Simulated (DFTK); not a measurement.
## BiS: single point with PBE

BiS:

```
CELL_PARAMETERS angstrom
4.00294 0.00000 0.00000
0.00000 4.00294 0.00000
0.00000 0.00000 4.00294
ATOMIC_POSITIONS crystal
Bi 0.49026 0.49025 0.49822
S 0.99951 0.99795 0.00444
```

The cell was built by a generator and needn't be a form met in nature.

The cell isn't the ideal one: atoms moved at random, drawn with an rms of 0.05 Å.

```
Program             : DFTK 0.8.2
Task                : single point
Functional          : PBE
Potentials or basis : dojo.nc.sr.pbe.v0_4_1.standard.upf (PBE)
Cutoff              : 1007 eV
k mesh              : 7 × 7 × 7
Occupations         : fermi-dirac, width 0.05 eV
Spin                : no spin polarisation
```

| Quantity | Value |
| --- | --- |
| Pressure | -10.9 GPa |
| Largest force | 0.112 eV/Å |
| Band gap on the k mesh | none (metal or under the smearing width) |

Forces in eV/Å, atoms in the order of the input:
```
Bi  -0.076 -0.064 -0.052
S    0.076  0.064  0.052
```

Levels at points of the mesh, in eV from the Fermi level:
| k point | band 6 | band 7 | band 8 | band 9 | band 10 | band 11 | band 12 | band 13 | band 14 | band 15 |
| --- | --- | --- | --- | --- | --- | --- | --- | --- | --- | --- |
| (0.00, 0.00, 0.00) | -13.08 | -10.03 | -2.18 | -2.18 | -2.17 | 2.49 | 2.50 | 2.51 | 4.51 | 4.52 |

It took 15 min on 1 thread of Intel(R) Xeon(R) 6975P-C (Granite Rapids) (shared host), peak memory 6.2 GiB.

Caveat: spin-orbit coupling is left out, which moves the levels of the heavy elements.
